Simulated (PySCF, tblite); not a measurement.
# C₅H₇NO₂Si: geometry, infrared bands and NMR shifts

What infrared bands and NMR shifts should C₅H₇NO₂Si (`[H]/N=C(/CC#C[SiH3])C(=O)O`) show?

The runs use tblite 0.8.0 and PySCF 2.14.0, with density-fitted response routines of our own; the level of theory stands in each step. All values are computed, except where a source is named. Atoms are numbered from 0 throughout.

## (1) The molecule as given

16 atoms, charge 0, multiplicity 1; geometry from: force field or distance geometry start.

Bonds of the start (Å): N0–C1 1.30, C1–C2 1.50, C2–C3 1.45, C3–C4 1.21, C4–Si5 1.83, C1–C6 1.44, C6–O7 1.27, C6–O8 1.40, N0–H9 1.07, C2–H10 1.13, C2–H11 1.11, Si5–H12 1.46, Si5–H13 1.48, Si5–H14 1.47, O8–H15 1.04.

## (2) Optimising the geometry with GFN2-xTB

What the job is given:

```
{"job": {"kind": "relax", "xc": "GFN2-xTB", "basis": "xTB"}, "charge": 0, "multiplicity": 1}
N     -1.980700    -1.594200    -1.030400
C     -1.391200    -1.008700    -0.028500
C     -0.053500    -1.542800     0.376300
C      0.983400    -0.533400     0.272400
C      1.851700     0.299700     0.203100
Si     3.166500     1.564600     0.091900
C     -1.969500     0.096100     0.694800
O     -1.429700     0.686600     1.676500
O     -3.224700     0.530400     0.266100
H     -2.947300    -1.223800    -1.317900
H      0.154100    -2.420100    -0.299200
H     -0.120800    -1.928700     1.411400
H      4.240300     1.158200    -0.808900
H      3.800500     1.778000     1.412000
H      2.609700     2.824900    -0.417400
H     -3.696400     1.322200     0.753900
```

Started as:

```sh
$ OMP_NUM_THREADS=1 python probes_run.py task.json out
```

This one command runs all jobs of the session in turn.

Standard output:

```text
step      E/eV     max force
  0    -733.26131    5.780
  1    -733.57867    5.524
  2    -733.77532    1.109
  3    -733.79782    1.116
  4    -733.81817    0.919
  5    -733.83264    0.719
  6    -733.84548    0.310
  7    -733.85691    0.355
  8    -733.86387    0.266
  9    -733.86796    0.139
 10    -733.87000    0.115
 11    -733.87133    0.123
 12    -733.87255    0.110
 13    -733.87392    0.129
 14    -733.87545    0.125
 15    -733.87672    0.087
 16    -733.87743    0.061
 17    -733.87779    0.048
 18    -733.87816    0.068
 19    -733.87865    0.086
 20    -733.87920    0.069
 21    -733.87974    0.057
 22    -733.88029    0.060
 23    -733.88091    0.094
 24    -733.88150    0.095
 25    -733.88198    0.057
 26    -733.88239    0.055
 27    -733.88287    0.057
 28    -733.88343    0.074
 29    -733.88389    0.061
 30    -733.88413    0.040
 31    -733.88430    0.038
 32    -733.88452    0.045
 33    -733.88482    0.065
 34    -733.88518    0.075
 35    -733.88554    0.061
 36    -733.88588    0.049
 37    -733.88628    0.067
 38    -733.88678    0.066
 39    -733.88731    0.074
 40    -733.88777    0.066
 41    -733.88817    0.069
 42    -733.88862    0.073
 43    -733.88920    0.093
 44    -733.88994    0.097
 45    -733.89070    0.068
 46    -733.89136    0.078
 47    -733.89192    0.071
 48    -733.89231    0.175
 49    -733.89308    0.131
 50    -733.89386    0.086
 51    -733.89489    0.079
 52    -733.89517    0.053
 53    -733.89558    0.049
 54    -733.89599    0.065
 55    -733.89653    0.070
 56    -733.89699    0.092
 57    -733.89729    0.049
 58    -733.89756    0.074
 59    -733.89784    0.086
 60    -733.89831    0.091
 61    -733.89878    0.076
 62    -733.89913    0.027
 63    -733.89927    0.025
 64    -733.89932    0.072
 65    -733.89939    0.028
 66    -733.89950    0.020
 67    -733.89971    0.052
 68    -733.89988    0.049
 69    -733.89999    0.024
 70    -733.90004    0.016
 71    -733.90007    0.014
 72    -733.90011    0.016
 73    -733.90014    0.017
 74    -733.90017    0.022
 75    -733.90020    0.024
 76    -733.90023    0.017
 77    -733.90025    0.011
 78    -733.90027    0.010
 79    -733.90029    0.013
 80    -733.90031    0.013
 81    -733.90033    0.011
 82    -733.90035    0.011
 83    -733.90036    0.011
 84    -733.90038    0.013
 85    -733.90040    0.012
 86    -733.90041    0.008
```

Run time: 0.64 s. Hardware: 1 thread of Arm Neoverse V1, shared host; peak memory 0.18 GiB.

The steps of the relaxation: (not every step is listed)

```tsv
step	energy from step 0 (eV)	largest force (eV/Å)
0	0.0000	5.7797
1	-0.3174	5.5242
2	-0.5140	1.1086
3	-0.5365	1.1160
4	-0.5569	0.9186
5	-0.5713	0.7188
6	-0.5842	0.3096
7	-0.5956	0.3546
8	-0.6026	0.2657
15	-0.6154	0.0866
22	-0.6190	0.0597
29	-0.6226	0.0611
36	-0.6246	0.0489
43	-0.6279	0.0929
50	-0.6326	0.0855
57	-0.6360	0.0489
64	-0.6380	0.0717
71	-0.6388	0.0137
78	-0.6390	0.0100
81	-0.6390	0.0115
82	-0.6390	0.0110
83	-0.6390	0.0107
84	-0.6391	0.0128
85	-0.6391	0.0117
86	-0.6391	0.0075
```

Close pairs (by a distance rule), those that changed most:

```tsv
bond	before (Å)	after (Å)	change (Å)
O8–H15	1.043	0.970	-0.073
C1–C6	1.442	1.514	+0.072
C6–O7	1.266	1.203	-0.064
C6–O8	1.396	1.338	-0.058
N0–H9	1.074	1.018	-0.056
N0–C1	1.302	1.256	-0.045
C2–H10	1.127	1.091	-0.035
C4–Si5	1.828	1.846	+0.018
```

The next job starts from the end point, and lists it.

## (3) Infrared spectrum with GFN2-xTB

What the job is given:

```
{"job": {"kind": "ir", "xc": "GFN2-xTB", "basis": "xTB"}, "charge": 0, "multiplicity": 1}
N     -1.886036    -1.485669    -1.129370
C     -1.373740    -1.056471    -0.065727
C     -0.078906    -1.613781     0.445771
C      0.943299    -0.588735     0.314612
C      1.765285     0.282500     0.187963
Si     3.048214     1.599602     0.022494
C     -1.967790     0.035854     0.797927
O     -1.701584     0.216528     1.956616
O     -2.865228     0.769847     0.129798
H     -2.750999    -1.029059    -1.411801
H      0.193317    -2.496027    -0.135634
H     -0.187416    -1.870411     1.503486
H      4.067289     1.136097    -0.922019
H      3.635446     1.842620     1.341767
H      2.389196     2.807289    -0.482072
H     -3.237945     1.458762     0.702264
```

Standard output:

```text
mode    cm-1     km/mol
  1     -28.8      0.01
  2      29.7      0.43
  3      33.8      3.26
  4      64.5      0.75
  5     136.8      1.03
  6     157.2      1.46
  7     222.4      6.53
  8     301.9      0.36
  9     308.6      0.23
 10     351.2      6.46
 11     422.6      0.69
 12     511.0     36.38
 13     534.1     82.60
 14     536.1     35.67
 15     539.8     97.50
 16     573.9     21.00
 17     655.1    226.61
 18     743.8     64.87
 19     763.3     31.55
 20     784.9    183.76
 21     785.8    172.83
 22     788.2    533.70
 23     876.6     37.19
 24     938.2     11.70
 25    1030.3     74.88
 26    1094.8      7.79
 27    1115.4     44.26
 28    1123.5    186.08
 29    1217.8    122.38
 30    1251.8     16.90
 31    1293.8     39.15
 32    1395.9      7.05
 33    1725.5    127.11
 34    1775.6    346.41
 35    2244.6    407.75
 36    2250.7    415.63
 37    2262.3    187.13
 38    2322.8    143.57
 39    2956.2      3.34
 40    2992.0      6.98
 41    3340.6      4.02
 42    3445.0     37.19
```

Wall time 0.61 s (1 thread of Arm Neoverse V1, shared host); peak memory 0.18 GiB.

Which atoms move in the most intense modes:

```tsv
cm⁻¹	km/mol	atoms
655	226.6	H15 66 %
785	183.8	H14 58 %, H13 30 %
788	533.7	H12 31 %, H14 29 %, H13 25 %, Si5 11 %
1124	186.1	O8 26 %, H15 25 %, H11 18 %, C6 10 %
1776	346.4	C6 62 %, O7 36 %
2245	407.8	H14 80 %, H12 13 %
2251	415.6	H12 54 %, H13 40 %
2262	187.1	H13 54 %, H12 30 %, H14 14 %
```

## (4) Nuclear shieldings: PBE0/pcSseg-1

Same as in step 3 but for these lines:

```diff
@@ -1,2 +1,2 @@
-{"job": {"kind": "ir", "xc": "GFN2-xTB", "basis": "xTB"}, "charge": 0, "multiplicity": 1}
+{"job": {"kind": "nmr", "xc": "PBE0", "basis": "pcSseg-1"}, "charge": 0, "multiplicity": 1}
 N     -1.886036    -1.485669    -1.129370
```

Method: GIAO PBE0/pcSseg-1 NMR shielding, non-relativistic, gas phase.

Standard output:

```text
coarse grid: 14632 points
cycle   1  E = -688.4752668481  dE =  1.437e+00  |g| = 1.005e+00  |ddm| = 3.978e+00
cycle   2  E = -688.0354838309  dE =  4.398e-01  |g| = 1.833e+00  |ddm| = 2.201e+00
cycle   3  E = -688.6548167826  dE = -6.193e-01  |g| = 3.005e-01  |ddm| = 1.570e+00
cycle   4  E = -688.6711282133  dE = -1.631e-02  |g| = 1.033e-01  |ddm| = 2.821e-01
cycle   5  E = -688.6728452099  dE = -1.717e-03  |g| = 3.282e-02  |ddm| = 7.526e-02
cycle   6  E = -688.6730663889  dE = -2.212e-04  |g| = 1.175e-02  |ddm| = 3.714e-02
cycle   7  E = -688.6730964003  dE = -3.001e-05  |g| = 3.751e-03  |ddm| = 1.116e-02
cycle   8  E = -688.6730991562  dE = -2.756e-06  |g| = 1.289e-03  |ddm| = 3.681e-03
final grid: 138984 points
cycle   9  E = -688.7440673955  dE = -2.627e-05  |g| = 1.051e-02  |ddm| = 4.384e-02
cycle  10  E = -688.7440285068  dE =  3.889e-05  |g| = 1.755e-02  |ddm| = 2.228e-02
cycle  11  E = -688.7440872733  dE = -5.877e-05  |g| = 2.972e-03  |ddm| = 1.408e-02
cycle  12  E = -688.7440891613  dE = -1.888e-06  |g| = 4.594e-04  |ddm| = 2.279e-03
cycle  13  E = -688.7440891965  dE = -3.527e-08  |g| = 1.887e-04  |ddm| = 4.512e-04
cycle  14  E = -688.7440892032  dE = -6.715e-09  |g| = 1.014e-04  |ddm| = 2.135e-04
cycle  15  E = -688.7440892053  dE = -2.054e-09  |g| = 1.755e-05  |ddm| = 7.831e-05
cycle  16  E = -688.7440892054  dE = -5.957e-11  |g| = 3.084e-06  |ddm| = 2.022e-05
converged SCF energy = -688.7440892054

GIAO shielding tensors (ppm)
atom      isotropic    diamagn.    paramagn.     s11        s22        s33       span
  0 N     -104.001     320.018    -424.020   -440.491   -105.276    233.764    674.255
  1 C       17.813     253.641    -235.828    -92.689     37.751    108.378    201.066
  2 C      155.893     247.410     -91.516    140.182    156.322    171.177     30.995
  3 C       74.352     273.626    -199.274    -25.224    -18.977    267.256    292.479
  4 C      102.001     258.905    -156.904     19.772     28.773    257.459    237.687
  5 Si     448.110     882.861    -434.752    440.012    443.020    461.297     21.286
  6 C       23.183     251.241    -228.058    -79.061     66.857     81.754    160.815
  7 O      -93.161     403.628    -496.790   -297.408   -267.166    285.090    582.498
  8 O      133.267     391.721    -258.454    -22.875    179.509    243.168    266.043
  9 H       19.419      31.782     -12.363      9.666     22.565     26.024     16.358
 10 H       28.323      28.764      -0.441     24.222     26.929     33.818      9.596
 11 H       27.506      28.052      -0.546     25.062     25.598     31.859      6.797
 12 H       27.503      29.058      -1.556     23.944     25.835     32.730      8.787
 13 H       27.488      29.153      -1.666     23.964     25.927     32.572      8.608
 14 H       27.558      30.566      -3.008     23.901     26.419     32.353      8.452
 15 H       25.381      30.259      -4.878     20.430     22.767     32.947     12.518
```

It took 45 s on 1 thread of Arm Neoverse V1, shared host; peak memory 0.85 GiB.

Shifts follow as δ = σ(reference) − σ, with reference shieldings (ppm) from runs at the same level and on the same kind of geometry: 1H TMS 31.72, 13C TMS 186.9, 29Si TMS 349.2, 15N NH3 267.7, 17O H2O 336.1. The references are single molecules in the gas phase, so shifts against H2O, NH3, PH3, H3PO4 or CFCl3 are not on the usual liquid scales and can be off by tens of ppm. Atoms listed in one row are averaged.

```tsv
atoms	environment	σ (ppm)	δ (ppm)	δ scaled to CDCl3
C1	C=N carbon	17.8	169.1	163.1
C6	carboxylic acid carbon	23.2	163.7	157.9
C3	alkyne carbon	74.4	112.6	108.0
C4	alkyne carbon	102.0	84.9	81.0
C2	propargylic sp3 CH2	155.9	31.0	28.4
H9	hydrogen on an imine nitrogen	19.42	12.30	–
H15	hydrogen on an acid hydroxyl oxygen	25.38	6.34	–
H12, H13, H14	hydrogen on a silicon bonded to C	27.52	4.20	–
H10, H11	hydrogen on a propargylic sp3 CH2	27.91	3.80	3.69
N0	imine nitrogen	-104.0	371.7	–
Si5	silicon bonded to C, 3 H	448.1	-99.0	–
O7	carbonyl oxygen	-93.2	429.2	–
O8	acid hydroxyl oxygen	133.3	202.8	–
```

The scaled column applies a straight-line fit of computed shieldings to shifts measured in CDCl3 (root-mean-square error 0.16 ppm for H, 1.9 ppm for C).

Charges from the same density, by scheme (e):

```tsv
atoms	Mulliken	IAO	Hirshfeld	ESP fit
N0	-0.27	-0.40	-0.20	-0.71
C1	-0.08	0.15	0.09	0.50
C2	-0.05	-0.30	-0.06	-0.44
C3	0.06	0.00	-0.03	0.16
C4	-0.48	-0.36	-0.17	-0.38
Si5	0.51	0.64	0.34	0.45
C6	0.52	0.49	0.21	0.57
O7	-0.38	-0.44	-0.25	-0.50
O8	-0.37	-0.47	-0.16	-0.62
```

Mayer bond orders: N0–C1 2.12, C1–C2 0.99, C2–C3 1.05, C3–C4 2.51, C4–Si5 1.03, C1–C6 0.85, C6–O7 1.96, C6–O8 1.15.

Orbitals, density, ELF and potential are computed afterwards from the orbital file.

Frontier orbitals at PBE0/pcSseg-1, with the share of their density that lies nearest to each atom:

```tsv
orbital	energy (eV)	lies on
HOMO	-7.65	N0 25 %; C4 20 %; C3 15 %
LUMO	-1.90	N0 27 %; C1, C6 about 21 % each; O7 15 %
```

ELF in a plane through or near 7 of the atoms.

Values, 10 rows by 14 columns:
```
0.00 0.00 0.00 0.00 0.00 0.00 0.00 0.00 0.00 0.00 0.00 0.00 0.00 0.00
0.00 0.00 0.00 0.00 0.00 0.00 0.00 0.00 0.00 0.00 0.00 0.00 0.00 0.00
0.00 0.00 0.00 0.15 0.25 0.00 0.00 0.00 0.05 0.92 0.50 0.00 0.00 0.00
0.00 0.00 0.05 0.66 0.83 0.01 0.00 0.01 0.24 0.54 0.58 0.02 0.00 0.00
0.00 0.01 0.28 0.10 0.16 0.45 0.39 0.02 0.51 0.60 0.38 0.00 0.00 0.00
0.00 0.01 0.42 0.20 0.86 0.73 0.77 0.21 0.42 0.60 0.09 0.00 0.00 0.00
0.00 0.00 0.30 0.18 0.30 0.77 0.47 0.61 0.84 0.57 0.35 0.00 0.00 0.00
0.00 0.00 0.00 0.00 0.01 0.17 0.03 0.99 0.95 0.01 0.01 0.00 0.00 0.00
0.00 0.00 0.00 0.00 0.00 0.00 0.00 0.65 0.47 0.00 0.00 0.00 0.00 0.00
0.00 0.00 0.00 0.00 0.00 0.00 0.00 0.00 0.00 0.00 0.00 0.00 0.00 0.00
```
The map spans 13.6 Å across and 10.3 Å up, centred on the molecule. Atoms in the plane (x, y in Å): C1 (1.7, -0.5), C3 (-0.7, -0.9), C4 (-1.8, -0.3), Si5 (-3.4, 0.4), O8 (2.4, 1.7), H10 (0.7, -2.4), H15 (2.5, 2.5).

On the surface of density 0.002 e/bohr³ the electrostatic potential runs, from the 1st to the 99th percentile, from -1.38 V near N0 to 2.57 V near H15.

## (5) Summary of results

| quantity | value |
| --- | --- |
| strongest single infrared mode (GFN2-xTB) | 788 cm⁻¹, 534 km/mol |
| zero-point energy (GFN2-xTB) | 65.6 kcal/mol |
| 13C shifts against TMS (PBE0/pcSseg-1) | 169.1, 163.7, 112.6, 84.9, 31.0 ppm |
| 1H shifts against TMS (PBE0/pcSseg-1, means over atoms taken as alike) | 12.30, 6.34, 4.20, 3.80 ppm |
| 15N shifts against NH3 (PBE0/pcSseg-1) | 371.7 ppm |
| 29Si shifts against TMS (PBE0/pcSseg-1) | -99.0 ppm |
| 17O shifts against H2O (PBE0/pcSseg-1) | 429.2, 202.8 ppm |
| surface potential, 1st and 99th percentile | -1.38 V and 2.57 V |

What this shows: The optimisation took 86 steps and gained 0.639 eV; among the close pairs (by a distance rule), O8–H15 changed most, from 1.043 to 0.970 Å. The lowest mode is imaginary (29i cm⁻¹), so the xTB geometry is not a minimum. Unscaled tight-binding wavenumbers are off by several per cent, some by more. Its intensities can rank the bands wrongly. At PBE0/pcSseg-1: Shielding is most anisotropic at N0 (span 674 ppm, paramagnetic term -424 ppm). By nearest atom (PBE0/pcSseg-1), the HOMO sits on N0 25 %; C4 20 % and the LUMO on N0 27 %; C1, C6 about 21 % each.
